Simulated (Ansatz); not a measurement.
# Mg3CdS2: one candidate of a structure search

Aim: relax a trial structure of Mg3CdS2 and see where it ends.

Method: DFT PBE, scalar-relativistic, plane waves, PAW, in Ansatz 0.2.0.

## 1. The structure to begin with

The structure is hexagonal, space group P6mm (No. 183). Conventional cell: a = 5.788 Å, b = 5.788 Å, c = 4.275 Å, α = 90.00°, β = 90.00°, γ = 120.00°. Around Mg (site symmetry 2mm) lie 4 S at 2.71 to 2.72 Å and 4 Mg at 2.89 Å and 2 Cd at 3.01 Å. Cd (site symmetry 6mm) has 6 Mg at 3.01 Å as nearest neighbours. Around S (site symmetry 3m) lie 6 Mg at 2.71 to 2.72 Å.

As a file:

```xyz
6
Lattice="5.7878 0.0000 0.0000 -2.8939 5.0124 0.0000 0.0000 0.0000 4.2748" Properties=species:S:1:pos:R:3 pbc="T T T"
Mg   -1.4470    2.5062    4.2535
Mg    2.8939    0.0000    4.2535
Mg    1.4470    2.5062    4.2535
Cd    0.0000    0.0000    0.8235
S     2.8939    1.6708    2.1209
S     0.0000    3.3416    2.1209
```

Recipe of the guess: species swapped into a database cell of NaSn2Pd3 (P6mm, No. 183), with Cd on the Na sites, S on the Sn sites and Mg on the Pd sites. Its size is a rough estimate.

## 2. A first look at the guess

input.yaml reads:

```yaml
crystal:
  lattice:
    - [5.7878139, 0.0, 0.0]
    - [-2.89390695, 5.01239387, 0.0]
    - [0.0, 0.0, 4.27477291]
  atoms:
    - { symbol: Mg, position: [0.0, 0.5, 0.99502307] }
    - { symbol: Mg, position: [0.5, 0.0, 0.99502307] }
    - { symbol: Mg, position: [0.5, 0.5, 0.99502307] }
    - { symbol: Cd, position: [0.0, 0.0, 0.19263026] }
    - { symbol: S, position: [0.66666667, 0.33333333, 0.49614772] }
    - { symbol: S, position: [0.33333333, 0.66666667, 0.49614772] }
basis:
  ecutwfc: 420
kpoints:
  mp_grid: { grid: [3, 3, 4] }
hamiltonian:
  xc: pbe
scf:
  occupations: { method: gaussian, width: 0.1 }
  lower_state_search: "off"
output:
  forces: true
  stress: true
  eigenvalues: true
```

Run with:

```sh
ansatz run input.yaml --threads 1 --pin off --max-ram 2560MiB --backend cpu --events-out ev --progress --plain --runs-dir out
```

Further runs follow: a loose first relaxation; another rough relaxation; final relaxation.

Before running it: what results should come out? Wanted: conventional cell; volume; energy over the elements; gap on the mesh.

The runs gave:

| quantity | value |
| --- | --- |
| symmetry at the end (tolerance 0.05 Å) | space group P6/mmm (No. 191) |
| conventional cell | a = 6.540 Å, b = 6.540 Å, c = 3.581 Å, α = 90.00°, β = 90.00°, γ = 120.00° |
| volume | 22.11 Å³/atom |
| energy over the elements | -0.65 eV/atom |
| gap on the mesh | none (metal) |

**Reading.** The symmetry goes from space group P6mm (No. 183) to space group P6/mmm (No. 191), and the volume per atom grows by 7.0 % from the first guess. A negative formation energy is needed for stability but isn't enough; other structures and compounds were not set against it here. No finished test with a distortion of lower symmetry is shown, so the end may be a saddle point. Spin polarisation is off in the runs that give these values; a magnetic solution could lie lower.
